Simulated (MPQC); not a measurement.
# USVWN1/STO-3G(d) run of BNH3F3 (SMILES [NH3+][B-](F)(F)F)

What is the energy change on altering one bond length of BNH3F3 at USVWN1/STO-3G*? 

Program for the calculation: MPQC 2.3.1.

5 further runs of the same task are left out: 1 that didn't finish, 4 set aside as unsound or not needed.

## Step 1: The structure to begin with

BNH3F3 has 8 atoms, charge 0, and is taken as a singlet. As SMILES, `[NH3+][B-](F)(F)F`. Geometry: relaxed at PBE0-D4/def2-TZVP.

Bond lengths: N1–B2 1.674 Å, B2–F3 1.368 Å, B2–F4 1.368 Å, B2–F5 1.368 Å, N1–H6 1.015 Å, N1–H7 1.015 Å, N1–H8 1.015 Å. Some angles: N1–B2–F3 104.1°, N1–B2–F4 104.1°, N1–B2–F5 104.1°, F3–B2–F4 114.2°, F3–B2–F5 114.2°, F4–B2–F5 114.2°, B2–N1–H6 110.1°, B2–N1–H7 110.1°, B2–N1–H8 110.1°, H6–N1–H7 108.9°.

## Step 2: A single-point energy at USVWN1/STO-3G(d)

Input file mol.in:

```
% BF3H3N
molecule<Molecule>: (
   symmetry = auto
   unit = bohr
   { atoms geometry } = {
      N  [ -0.94826457 -0.09902165 1.22019616 ]
      B  [ 1.00438944 0.07313240 -1.26252602 ]
      F  [ 2.87446241 -1.62592036 -0.71450545 ]
      F  [ -0.47507715 -0.58978352 -3.27659613 ]
      F  [ 1.78314557 2.53846910 -1.28387993 ]
      H  [ -2.41941636 1.10983615 0.98643704 ]
      H  [ -0.01190527 0.36774070 2.82835309 ]
      H  [ -1.63329029 -1.88235619 1.39707452 ]
   }
)
basis<GaussianBasisSet>: (
   name = "STO-3G*"
   molecule = $:molecule
   puream = no
)
mpqc: (
   checkpoint = no
   savestate = no
   restart = no
   do_energy = yes
   do_gradient = no
   optimize = no
   mole<UKS>: (
      molecule = $:molecule
      basis = $:basis
      total_charge = 0
      multiplicity = 1
      memory = 1000000000
      print_evals = yes
      print_npa = yes
      maxiter = 60
      functional<StdDenFunctional>: ( name = "SVWN1" )
      integrator<RadialAngularIntegrator>: ( grid = medium )
      guess_wavefunction<UHF>: (
         molecule = $:molecule
         total_charge = 0
         multiplicity = 1
         memory = 1000000000
         value_accuracy = 1e-3
         basis<GaussianBasisSet>: (
            name = "STO-3G"
            molecule = $:molecule
         )
      )
   )
)
```

On the command line:

```bash
mpqc -o mol.out mol.in
```

Standard output, cut to the lines that bear on the results:

```text
MPQC: Massively Parallel Quantum Chemistry
[...]
  Integrated electron density error = 0.010404788771
  iter     1 energy = -372.9537189840 delta = 4.25234e-01
  Integrated electron density error = 0.010024166539
  iter     2 energy = -372.9881338387 delta = 2.74281e-02
[...]
  Integrated electron density error = 0.000104430555
  iter     7 energy = -372.9889186521 delta = 3.40474e-05
  Integrated electron density error = 0.000104431578
  iter     8 energy = -372.9889184677 delta = 1.28858e-05
  Integrated electron density error = 0.000104431933
  iter     9 energy = -372.9889183671 delta = 5.85109e-06
  Integrated electron density error = 0.000104432039
  iter    10 energy = -372.9889183393 delta = 2.10388e-06
[...]
  <S^2>      = -0.000000
  total scf energy = -372.9889183393
Value of the MolecularEnergy: -372.9889183393
[...]
        symmetry = c1
[...]
        nbasis = 28
[...]
      nalpha = 21
      nbeta = 21
[...]
```

It took 1.8 s on 1 thread of Arm Neoverse N1, shared host; peak memory 0.083 GiB.

## Step 3: The distorted shape

Input file job.in:

```
molecule<Molecule>: (
    symmetry = auto
    unit = bohr
    { atoms geometry } = {
        N  [ -0.65404933 -0.34078187 1.26694609 ]
        B  [ 1.29860468 -0.16862782 -1.21577609 ]
        F  [ 3.16867765 -1.86768058 -0.66775551 ]
        F  [ -0.18086191 -0.83154375 -3.22984619 ]
        F  [ 2.07736081 2.29670888 -1.23712999 ]
        H  [ -2.41941636 1.10983615 0.98643704 ]
        H  [ 0.28230997 0.12598048 2.87510303 ]
        H  [ -1.33907505 -2.12411641 1.44382446 ]
    }
)
basis<GaussianBasisSet>: (
    name = "STO-3G*"
    molecule = $:molecule
    puream = no
)
mpqc: (
    checkpoint = no
    savestate = no
    restart = no
    do_energy = yes
    do_gradient = no
    optimize = no
    mole<UKS>: (
        molecule = $:molecule
        basis = $:basis
        total_charge = 0
        multiplicity = 1
        memory = 1000000000
        print_evals = yes
        print_npa = yes
        maxiter = 60
        functional<StdDenFunctional>: ( name = "SVWN1" )
        integrator<RadialAngularIntegrator>: ( grid = medium )
        guess_wavefunction<UHF>: (
            molecule = $:molecule
            total_charge = 0
            multiplicity = 1
            memory = 1000000000
            value_accuracy = 1e-3
            basis<GaussianBasisSet>: (
                name = "STO-3G"
                molecule = $:molecule
            )
        )
    )
)
```

On the command line:

```bash
mpqc -o job.out job.in
```

Standard output, cut to the lines that bear on the results:

```text
MPQC: Massively Parallel Quantum Chemistry
[...]
  Integrated electron density error = 0.010215380222
  iter     1 energy = -372.9372348191 delta = 4.25705e-01
  Integrated electron density error = 0.009834076989
  iter     2 energy = -372.9720085066 delta = 2.76734e-02
[...]
  Integrated electron density error = 0.000114221253
  iter    11 energy = -372.9728661956 delta = 9.12932e-06
  Integrated electron density error = 0.000114221472
  iter    12 energy = -372.9728663021 delta = 5.14923e-06
  Integrated electron density error = 0.000114221612
  iter    13 energy = -372.9728663637 delta = 2.99954e-06
  Integrated electron density error = 0.000114221704
  iter    14 energy = -372.9728663569 delta = 1.71554e-06
[...]
  <S^2>      = -0.000000
  total scf energy = -372.9728663569
Value of the MolecularEnergy: -372.9728663569
[...]
        symmetry = c1
[...]
        nbasis = 28
[...]
      nalpha = 21
      nbeta = 21
[...]
```

Run time: 2.6 s. Hardware: 1 thread of Arm Neoverse N1, shared host; peak memory 0.083 GiB.

## Step 4: Results

At USVWN1/STO-3G*:

| quantity | value |
| --- | --- |
| first shape: total energy | -372.98892 Eh |
| distorted shape: total energy | -372.97287 Eh |
| energy change with the N1–H6 bond stretched from 1.015 to 1.218 Å | 0.437 eV |

With the N1–H6 bond stretched from 1.015 to 1.218 Å the energy rises by 0.44 eV (42.1 kJ/mol). The first shape isn't relaxed at this level, so the change isn't measured from a minimum. The minimal basis adds a large error of its own.
